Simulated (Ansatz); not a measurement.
# SrW2: the cost of one run

Program: Ansatz 0.2.0. Level of theory: DFT PBE, scalar-relativistic, plane waves, PAW. These are calculated values, not measurements.

**1. The starting structure**

It takes space group Fd-3m (No. 227, cubic). The conventional cell has a = 8.049 Å, b = 8.049 Å, c = 8.049 Å, α = 90.00°, β = 90.00°, γ = 90.00°. Sr (site symmetry -43m) is surrounded by 12 W at 3.34 Å and 4 Sr at 3.49 Å. W (site symmetry -3m) has 6 W at 2.85 Å as nearest neighbours.

As a file:

```cif
data_structure
_symmetry_space_group_name_H-M 'P 1'
_symmetry_Int_Tables_number 1
_cell_length_a 5.6914
_cell_length_b 5.6914
_cell_length_c 5.6914
_cell_angle_alpha 60.000
_cell_angle_beta 60.000
_cell_angle_gamma 60.000
_cell_volume 130.36
loop_
_atom_site_label
_atom_site_type_symbol
_atom_site_fract_x
_atom_site_fract_y
_atom_site_fract_z
_atom_site_occupancy
Sr1 Sr 0.00000 0.00000 0.00000 1
Sr2 Sr 0.25000 0.25000 0.25000 1
W1 W 0.62500 0.62500 0.62500 1
W2 W 0.12500 0.62500 0.62500 1
W3 W 0.62500 0.62500 0.12500 1
W4 W 0.62500 0.12500 0.62500 1
```

This is candidate A: cubic Laves (C15) type (Fd-3m, No. 227).

(A quick probe on a coarse mesh, which set the mesh and smearing, is not shown.)

**3. Relaxing cell and atoms (candidate A)**

Input file input.yaml:

```yaml
crystal:
  lattice:
    - [0.0, 4.0243947597, 4.0243947597]
    - [4.0243947597, 0.0, 4.0243947597]
    - [4.0243947597, 4.0243947597, 0.0]
  atoms:
    - { symbol: Sr, position: [0.0, 0.0, 0.0] }
    - { symbol: Sr, position: [0.25, 0.25, 0.25] }
    - { symbol: W, position: [0.625, 0.625, 0.625] }
    - { symbol: W, position: [0.125, 0.625, 0.625] }
    - { symbol: W, position: [0.625, 0.625, 0.125] }
    - { symbol: W, position: [0.625, 0.125, 0.625] }
basis:
  ecutwfc: 420
kpoints:
  mp_grid: { grid: [8, 8, 8] }
hamiltonian:
  xc: pbe
scf:
  occupations: { method: gaussian, width: 0.1 }
output:
  forces: true
  stress: true
  eigenvalues: true
relax:
  adjacent_minimum: "off"
  f_tol: 0.01
  max_steps: 80
  cell: { stress_tol: 0.05 }
```

On the command line:

```console
> ansatz run input.yaml --threads 1 --pin off --max-ram 2560MiB --backend cpu --events-out ev --progress --plain --runs-dir out
```

Q: Estimate wall time and peak memory on 1 thread of Arm Neoverse V2, shared host.

About 42 s, with a peak of 0.45 GiB.
